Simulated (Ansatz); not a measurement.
# SiNi: the cost of one run

Method: DFT PBE, PAW, plane waves, scalar-relativistic, in Ansatz 0.2.0.

## 1. The structure to begin with

It takes space group Pnma (No. 62, orthorhombic). The conventional cell has a = 5.173 Å, b = 3.338 Å, c = 5.605 Å, α = 90.00°, β = 90.00°, γ = 90.00°. Ni (site symmetry m) is surrounded by 6 Si at 2.28 to 2.40 Å. Si (site symmetry m) has 6 Ni at 2.28 to 2.40 Å as nearest neighbours.

Coordinates:

```
CELL_PARAMETERS angstrom
5.17310 0.00000 0.00000
0.00000 3.33810 0.00000
0.00000 0.00000 5.60490
ATOMIC_POSITIONS crystal
Ni 0.00779 0.25000 0.18752
Ni 0.49221 0.75000 0.68752
Ni 0.50779 0.25000 0.31248
Ni 0.99221 0.75000 0.81248
Si 0.32128 0.75000 0.08250
Si 0.17872 0.25000 0.58250
Si 0.82128 0.75000 0.41750
Si 0.67872 0.25000 0.91750
```

Labels such as Si8 number the atoms in the order of the input file.

First come: parallel moments, plain SCF; opposed moments ++--, plain SCF; no spin polarisation; spin on, no moments given (the program may seed its own), plain SCF. Further starts follow from what these give.

A plain SCF has the search for lower states switched off and ends at the first converged state. 

Site moments are integrals over atomic spheres and don't add up to the total.

## 2. Parallel moments, plain SCF

input.yaml

```yaml
crystal:
  lattice:
    - [5.1731, 0.0, 0.0]
    - [0.0, 3.3381, 0.0]
    - [0.0, 0.0, 5.6049]
  atoms:
    - { symbol: Ni, position: [0.00779, 0.25, 0.18752], spin: 2.0 }
    - { symbol: Ni, position: [0.49221, 0.75, 0.68752], spin: 2.0 }
    - { symbol: Ni, position: [0.50779, 0.25, 0.31248], spin: 2.0 }
    - { symbol: Ni, position: [0.99221, 0.75, 0.81248], spin: 2.0 }
    - { symbol: Si, position: [0.32128, 0.75, 0.0825] }
    - { symbol: Si, position: [0.17872, 0.25, 0.5825] }
    - { symbol: Si, position: [0.82128, 0.75, 0.4175] }
    - { symbol: Si, position: [0.67872, 0.25, 0.9175] }
magnetization:
  spin_polarized: true
hamiltonian:
  xc: pbe
  pseudopotentials: { kind: paw }
basis:
  ecutwfc: 420
kpoints:
  mp_grid: { grid: [5, 7, 4] }
scf:
  occupations: { method: gaussian, width: 0.1 }
  lower_state_search: "off"
output:
  forces: true
  stress: true
```

Q: Estimate wall time and peak memory on 2 threads of an x86-64 CPU, shared host.

About 15 s, with a peak of 0.63 GiB.
